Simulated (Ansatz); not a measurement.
# CdBr2: the cost of one run

Method: DFT PBEsol, scalar-relativistic, plane waves, PAW, in Ansatz 0.2.0.

The COD entry's cell or inner coordinates are ideal or old and differ from later refinements, so a difference from it is no clean test against experiment.

1 further run of the same task is left out (it didn't finish).

### 1 The starting structure

Symmetry: R-3m, No. 166, trigonal system. The conventional cell has a = 3.950 Å, b = 3.950 Å, c = 18.670 Å, α = 90.00°, β = 90.00°, γ = 120.00°. Around Cd (site symmetry -3m) lie 6 Br at 2.76 Å. Br (site symmetry 3m) is surrounded by 3 Cd at 2.76 Å.

As a file:

```
CELL_PARAMETERS angstrom
1.97500 1.14027 6.22333
-1.97500 1.14027 6.22333
0.00000 -2.28053 6.22333
ATOMIC_POSITIONS crystal
Cd 0.00000 0.00000 0.00000
Br 0.25000 0.25000 0.25000
Br 0.75000 0.75000 0.75000
```

The cell is taken as given, not relaxed at this level.

### 2 The reference: the undisturbed cell on the scan's mesh

input.yaml

```yaml
crystal:
  lattice:
    - [1.9749999253, 1.1402667385, 6.22333]
    - [-1.9749999253, 1.1402667385, 6.22333]
    - [0.0, -2.2805334771, 6.22333]
  atoms:
    - { symbol: Cd, position: [0.0, 0.0, 0.0] }
    - { symbol: Br, position: [0.25, 0.25, 0.25] }
    - { symbol: Br, position: [0.75, 0.75, 0.75] }
basis:
  ecutwfc: 420
kpoints:
  mp_grid: { grid: [9, 9, 9] }
hamiltonian:
  xc: pbesol
scf:
  occupations: { method: gaussian, width: 0.05 }
output:
  forces: true
  stress: true
  eigenvalues: true
```

Command:

```sh
> ansatz run input.yaml --threads 1 --pin off --max-ram 1228MiB --backend cpu --events-out ev --progress --plain --runs-dir out
```

What time and memory should one allow on 1 thread of an Arm CPU, shared host?

About 8 s, with a peak of 0.4 GiB.
